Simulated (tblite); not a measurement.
# C5H11AlN2: the cost of one run

Programs: tblite 0.8.0 and PySCF 2.14.0, with density-fitted response routines of our own. Each step states its level of theory. These are calculated values for one molecule in the gas phase, unless marked as measured. Atoms are numbered from 0 throughout.

### 1 Starting geometry

19 atoms, charge 0, multiplicity 1; geometry from: force field or distance geometry start.

Bonds of the start (Å): C0–C1 1.35, C1–C2 1.48, C1–Al3 1.97, Al3–N4 1.94, N4–C5 1.48, C5–C6 1.49, C6–N7 1.47, N7–Al3 1.93, C0–H8 1.11, C0–H9 1.07, C2–H10 1.11, C2–H11 1.11, C2–H12 1.10, N4–H13 1.05, C5–H14 1.13, C5–H15 1.08, C6–H16 1.11, C6–H17 1.12, N7–H18 1.03.

### 2 Optimising the geometry with GFN2-xTB

Job settings and geometry (Å):

```
{"job": {"kind": "relax", "xc": "GFN2-xTB", "basis": "xTB"}, "charge": 0, "multiplicity": 1}
C      2.114500     1.289800     0.649600
C      1.778200     0.022800     0.345800
C      2.808900    -0.890600    -0.209700
Al    -0.051000    -0.616400     0.679800
N     -1.143200    -1.149700    -0.826900
C     -1.914000     0.112500    -0.843800
C     -2.469200     0.308200     0.524400
N     -1.376700     0.544600     1.476400
H      1.315500     1.926800     1.075000
H      3.091400     1.689900     0.491000
H      3.746600    -0.321600    -0.388200
H      2.973500    -1.723500     0.499200
H      2.508000    -1.315200    -1.179100
H     -1.826100    -1.846700    -0.441100
H     -1.126800     0.896900    -1.019800
H     -2.666800     0.090000    -1.614200
H     -3.043300     1.259700     0.515300
H     -3.121100    -0.547300     0.846900
H     -1.608000     0.279400     2.442300
```

Run with:

```
OMP_NUM_THREADS=1 python probes_run.py task.json out
```

This one command runs all jobs of the session in turn.

Q: Estimate the wall time and peak memory of this first job on 1 thread of Intel Xeon at 2.50GHz, shared host.

About 4.2 s, with a peak of 0.18 GiB.
